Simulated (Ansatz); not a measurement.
Predict the output of the script below (Ansatz's Python interface).

`fh2isi_opt.py`:
```python
# -*- coding: utf-8 -*-
'''Relax the FH2ISi molecule.'''

import ansatz as az
from ase import Atoms
import numpy as np


def main():
    atoms = Atoms(['F', 'Si', 'I', 'H', 'H'], positions=[
        (-0.4162, -0.2623, 1.5792),
        (0.1043, -0.134, 0.0719),
        (-1.2632, 1.4663, -1.2234),
        (0.1019, -1.4606, -0.5654),
        (1.523, 0.3169, 0.0963),
    ])
    mol = az.Crystal.molecule_from_ase(atoms)

    setup = (
        mol.calculation()
        .basis(gaussian='def2-SVP')
        .functional('pbe', dispersion='d3bj')
    )
    symbols = [site.symbol for site in mol.cartesian_sites]
    start = np.array([site.position_ang for site in mol.cartesian_sites], dtype=float)
    r = setup.relax(force_tolerance=0.005).run(threads=1, backend='cpu').report
    end = np.array(r['positions_ang'])

    print('reference energy %16.6f eV' % r['reference_energy_ev'])
    print('total energy     %16.6f eV' % r['free_energy_ev'])
    print('occupied (up, down):', r['n_occupied'], ' virtual:', r['n_virtual'], ' frozen:', r['n_frozen'])

    print('bond        before    after (A)')
    for i, j in [(0, 1), (1, 2), (1, 3), (1, 4)]:
        d0, d1 = (np.linalg.norm(xyz[i] - xyz[j]) for xyz in (start, end))
        print(f'{symbols[i]}{i}-{symbols[j]}{j}'.ljust(10), f'{d0:8.4f} {d1:8.4f}')
    for i, j, k in [(0, 1, 2), (0, 1, 3), (0, 1, 4), (2, 1, 3), (2, 1, 4), (3, 1, 4)]:
        u, v = end[i] - end[j], end[k] - end[j]
        print(f'angle {symbols[i]}{i}-{symbols[j]}{j}-{symbols[k]}{k}: {np.degrees(np.arccos(np.clip(u @ v / np.linalg.norm(u) / np.linalg.norm(v), -1, 1))):.2f} deg')


if __name__ == '__main__':
    main()
```

`python fh2isi_opt.py` gives:
```text
reference energy    -18718.421531 eV
total energy        -18718.521371 eV
occupied (up, down): [25, 25]  virtual: [43, 43]  frozen: 0
bond        before    after (A)
F0-Si1       1.5998   1.6338
Si1-I2       2.4716   2.4484
Si1-H3       1.4717   1.4960
Si1-H4       1.4888   1.4960
angle F0-Si1-I2: 109.60 deg
angle F0-Si1-H3: 108.41 deg
angle F0-Si1-H4: 108.39 deg
angle I2-Si1-H3: 108.60 deg
angle I2-Si1-H4: 108.61 deg
angle H3-Si1-H4: 113.20 deg
```

Reading the output:
- Total energies depend on the basis set; only differences at equal settings carry meaning.
- The end point is the stationary point reached from this start; no frequency run checks that it is a minimum, and the basis set is modest.
- def2 sets replace the cores of elements past krypton by effective core potentials.
- Total less reference energy is the dispersion correction.
- Wall time of the script: 7.3 s on 1 thread of Intel(R) Xeon(R) 6975P-C (Granite Rapids) (shared host), peak memory 0.21 GiB.

(A comment or docstring line of the script was reworded after the run, the code is as it ran; lines on the test bed's own set-up are left out of the output.)
